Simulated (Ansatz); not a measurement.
## BaMgVO3: single point with PBE

Crystal: BaMgVO3.

```xyz
6
Lattice="2.8494 -2.8347 0.0000 2.8494 2.8347 0.0000 -2.1475 0.0000 5.2449" Properties=species:S:1:pos:R:3 pbc="T T T"
Ba    4.8647    0.0077    0.3088
V     2.3861   -0.0294    2.2172
Mg   -0.3443    0.0248    3.4374
O     1.8891   -0.0149    0.1587
O     1.0531   -1.4780    2.8059
O     0.9324    1.4926    2.8382
```

The cell comes from a database or a generator and needn't be the stable form of this composition.

The cell isn't the ideal one: atoms moved at random, drawn with an rms of 0.05 Å.

```
Program             : Ansatz 0.2.0
Task                : single point
Functional          : PBE
Potentials or basis : Ansatz PAW
Cutoff              : 420 eV (not typed: the program's choice for these potentials)
k mesh              : 7 × 7 × 5
Occupations         : fermi-dirac, width 0.05 eV
Spin                : collinear spin, ferromagnetic start
Starting moments    : [0.0, 2.0, 0.0, 0.0, 0.0, 0.0] μB
```

```json
{"Pressure": "-1.3 GPa", "Largest force": "0.839 eV/Å", "Band gap on the k mesh": "none (metal or under the smearing width)", "Net moment": "3.00 μB per cell", "Absolute moment": "3.09 μB per cell", "Site moments": "Ba +0.07; V +1.90; Mg +0.00; O +0.02, +0.01 μB"}
```

Forces in eV/Å, atoms in the order of the input:
```
Ba   0.034 -0.026 -0.257
V    0.184  0.433  0.137
Mg   0.041 -0.397  0.229
O   -0.033  0.077  0.537
O   -0.792 -0.011 -0.278
O    0.567 -0.077 -0.368
```

Stress tensor (GPa, compression positive):
```
-2.51  0.77 -2.13
 0.77 -3.07 -1.32
-2.13 -1.32  1.71
```

Levels at points of the mesh, in eV from the Fermi level:
Spin up:
```tsv
k point	band 24	band 25	band 26	band 27	band 28	band 29	band 30	band 31
(0.00, 0.00, 0.00)	-3.87	-1.22	-0.43	-0.36	0.19	1.21	1.33	1.53
```
Spin down:
```
           k point  band 21  band 22  band 23  band 24  band 25  band 26  band 27  band 28
(0.00, 0.00, 0.00)    -4.05    -3.97    -3.79    -3.74     0.50     0.85     1.24     1.65
```

Run time: 54 s on 2 threads of Arm Neoverse V2 (shared host), peak memory 0.74 GiB.

Caveat: the pressure holds a Pulay correction of +0.4 GPa for the finite cutoff; semilocal functionals often make such compounds metallic where correlation or magnetic order opens a gap, which also shifts bond lengths. Spin-orbit coupling is left out, which matters for the levels of Ba.
